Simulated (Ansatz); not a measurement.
# MgO (Periclase): the cost of one run

Program: Ansatz 0.2.0, driven from Python. Level of theory: DFT PBE, plane waves, PAW. These are calculated values, not measurements.

The COD entry's cell or inner coordinates are ideal or old and differ from later refinements, so a difference from it is no clean test against experiment.

## 1. The system

It takes space group Fm-3m (No. 225, cubic). Conventional cell: a = 4.217 Å, b = 4.217 Å, c = 4.217 Å, α = 90.00°, β = 90.00°, γ = 90.00°. Mg (site symmetry m-3m) has 6 O at 2.11 Å as nearest neighbours. Around O (site symmetry m-3m) lie 6 Mg at 2.11 Å.

POSCAR_mgo, read by the script:

```text
MgO
1.0
   0.00000000    2.10850000    2.10850000
   2.10850000    0.00000000    2.10850000
   2.10850000    2.10850000    0.00000000
Mg O
1 1
Direct
   0.00000000    0.00000000    0.00000000
   0.50000000    0.50000000    0.50000000
```

## 2. The code

mgo_elastic.py

```python
from dataclasses import replace

import ansatz as az
from ase.io import read
import numpy as np

params = {
    "occupations": "fixed",
    "tolerance": 1e-08,
    "kgrid": (11, 11, 11),
}


def main() -> None:
    atoms = read("POSCAR_mgo", format="vasp")
    crystal = az.Crystal.from_ase(atoms)

    calc = (
        crystal.calculation()
        .occupations(params["occupations"])
        .scf(tolerance=params["tolerance"])
        .functional(az.Functional.PBE)
        .kpoints(*params["kgrid"])
    )
    rest = calc.relax(cell=True).run().lattice
    relaxed = az.Crystal(lattice=az.Lattice.of(rest.cell_ang))
    for site in rest.sites:
        relaxed = relaxed.atom(site.symbol, site.position_frac)
    calc = replace(calc, crystal=relaxed)
    print("relaxed volume {:.3f} A^3".format(abs(np.linalg.det(rest.cell_ang))))
    out = calc.elastic(az.ElasticMode.CLAMPED_ION, amplitude=0.003).run()
    elastic = out.elastic

    print("C_ij (GPa), Voigt order xx yy zz yz xz xy")
    for row in elastic.c_gpa:
        print(" ".join(f"{value:8.1f}" for value in row))
    print("smallest eigenvalue of C:", round(elastic.stability.min_eigenvalue_gpa, 1), "GPa; stable:", elastic.stability.stable)
    if elastic.stability.min_eigenvalue_gpa > 0:
        for name, value in elastic.moduli.to_plain().items():
            print(f"{name:14s} {value:9.3f}")


if __name__ == "__main__":
    main()
```

## 3. Launch

Run with:

```console
> python mgo_elastic.py
```

Q: Estimate wall time and peak memory on 1 thread of Arm Neoverse N1, shared host.

About 32 s, with a peak of 0.46 GiB.
